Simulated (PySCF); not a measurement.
# C3H5BF2S: the cost of one run

Computed with PySCF 2.14.0, with density-fitted response routines of our own, on a single molecule in the gas phase. Atoms are numbered from 0 throughout.

### Step 1. Starting geometry

12 atoms, charge 0, multiplicity 1; geometry from: GFN2-xTB. The atoms were then displaced at random by about 0.01 Å, so the start is not that level's minimum.

Bonds of the start (Å): C0–S1 1.84, S1–C2 1.78, C2–B3 1.53, B3–F4 1.31, C2–C5 1.34, C5–F6 1.33, C0–H7 1.08, C0–H8 1.07, C0–H9 1.07, B3–H10 1.22, C5–H11 1.07.

### Step 2. Geometry optimisation at PBE0-D3(BJ)/def2-SVP

What the job is given:

```
{"job": {"xc": "PBE0", "basis": "def2-SVP", "d3": "d3bj", "grid": 1, "shake": 0.01, "kind": "geom"}, "charge": 0, "multiplicity": 1}
C      1.890370    -0.451840    -0.840850
S      1.048230     1.035350    -0.153160
C     -0.571280     0.456330     0.321760
B     -1.076880    -0.976660     0.188580
F     -0.421990    -1.980180    -0.328820
C     -1.378280     1.376260     0.876950
F     -1.019130     2.647580     1.063840
H      1.333590    -0.786890    -1.709140
H      2.851870    -0.080510    -1.134720
H      1.962530    -1.199870    -0.078120
H     -2.207570    -1.236250     0.557690
H     -2.371770     1.168410     1.226970
```

Command:

```console
$ OMP_NUM_THREADS=1 python probes_run.py task.json out
```

One launch serves the whole session: the jobs run in the order shown.

**Question.** How long does this first job take on 1 thread of Arm Neoverse V1, shared host, and how much memory does it need?

About 81 s, with a peak of 0.53 GiB.
